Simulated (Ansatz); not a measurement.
# C2H5Br: vertical ionisation energy

Aim: the vertical ionisation energy of C2H5Br, as cation minus neutral at the neutral's geometry, on several levels, and how well −ε(HOMO) stands in for it.

Computed with Ansatz 0.2.0, Gaussian basis. Level: unrestricted cation, the program's frozen cores in correlated methods.

The runs, in order: UKS PBE-D4/def2-TZVPP; UKS r2SCAN-D4/def2-TZVPP; UKS PBE0-D4/def2-TZVPP; UKS B3LYP-D4/def2-TZVPP; UKS wB97X-V/def2-TZVPP; UKS wB97M-V/def2-TZVPP; UKS B2PLYP/def2-TZVPP; UHF-CCSD(T)/def2-TZVPP; UHF-MP2/def2-QZVPP; extrapolation to the limit; then −ε(HOMO) from the neutral's earlier runs with LDA (SPW92), PBE-D4, revPBE-D4, BLYP-D4, r2SCAN-D4, B97M-V, PBE0-D4, B3LYP-D4, r2SCANh-D4, r2SCAN0-D4, HSE06-D4, BHLYP-D4, CAM-B3LYP-D4, LC-ωPBE, ωB97X-V, ωB97M-V.

## Step 1: The relaxed structure

An earlier PBE0-D4 in a triple-zeta def2 set relaxation fixed the geometry.

SMILES `CCBr`, 8 atoms, charge 0, spin multiplicity 1.

Atoms are counted from 1 here; the program's logs count them from 0.

Bond lengths: C1–C2 1.506 Å, C1–H4 1.095 Å, C1–H5 1.091 Å, C1–H6 1.091 Å, C2–Br3 1.950 Å, C2–H7 1.088 Å, C2–H8 1.088 Å. Angles: C2–C1–H4 109.4°, C2–C1–H5 111.3°, C2–C1–H6 111.3°, H4–C1–H5 108.3°, H4–C1–H6 108.3°, H5–C1–H6 108.3°, C1–C2–Br3 111.6°, C1–C2–H7 112.5°, C1–C2–H8 112.5°, Br3–C2–H7 105.3°, Br3–C2–H8 105.3°, H7–C2–H8 109.2°.

## Step 2: Cation, UKS PBE-D4/def2-TZVPP

in.yaml reads:

```yaml
crystal:
  periodic: [false, false, false]
  atoms:
    - {symbol: C, position_ang: [-0.429120, 0.590081, -0.328783]}
    - {symbol: C, position_ang: [0.243010, -0.639157, 0.222464]}
    - {symbol: Br, position_ang: [1.994545, -0.223395, 0.972442]}
    - {symbol: H, position_ang: [-1.406246, 0.316429, -0.739262]}
    - {symbol: H, position_ang: [0.162855, 1.040427, -1.126707]}
    - {symbol: H, position_ang: [-0.582786, 1.339334, 0.448991]}
    - {symbol: H, position_ang: [0.428789, -1.390337, -0.542539]}
    - {symbol: H, position_ang: [-0.318948, -1.090583, 1.037592]}
basis:
  gaussian: {orbitals: def2-TZVPP}
total_charge: 1
magnetization: {spin_polarized: true, initial_magnetization: 1}
hamiltonian: {xc: pbe, dispersion: d4}
```

On the command line:

```sh
ansatz run in.yaml --threads 2 --pin off --events-out ev --progress --plain --max-ram 32768MiB --backend cpu
```

Further steps of the session: Cation, UKS r2SCAN-D4/def2-TZVPP; Cation, UKS PBE0-D4/def2-TZVPP; Cation, UKS B3LYP-D4/def2-TZVPP; Cation, UKS wB97X-V/def2-TZVPP; Cation, UKS wB97M-V/def2-TZVPP; Cation, UKS B2PLYP (frozen core)/def2-TZVPP; Cation, UHF-CCSD(T)/def2-TZVPP; Cation, UHF-MP2/def2-QZVPP.

**Question.** What will the summary of the whole plan be? Wanted: ionisation energy, CCSD(T)/CBS; nearest functional by difference; nearest −ε(HOMO); −ε(HOMO) of PBE; T1 of the cation.

As calculated:

| quantity | value |
| --- | --- |
| ionisation energy, CCSD(T)/CBS | 10.60 eV |
| nearest functional by difference | ωB97X-V (-0.19 eV) |
| nearest −ε(HOMO) | LC-ωPBE (+0.01 eV) |
| −ε(HOMO) of PBE | 6.53 eV |
| T1 of the cation | 0.013 |

By cation minus neutral, the functionals miss by 0.44 eV at most. The PBE orbital energy is 4.1 eV too small: a semilocal HOMO is no ionisation energy. Among orbital estimates LC-ωPBE comes nearest. Hartree-Fock falls 1.22 eV short, as the neutral has more correlation energy than the cation. Correlated methods include outer-core shells of Br, which these sets cover unevenly. With outer-core shells in play the reference is unsure by up to some tenths of an eV, so close misses can't be ranked.
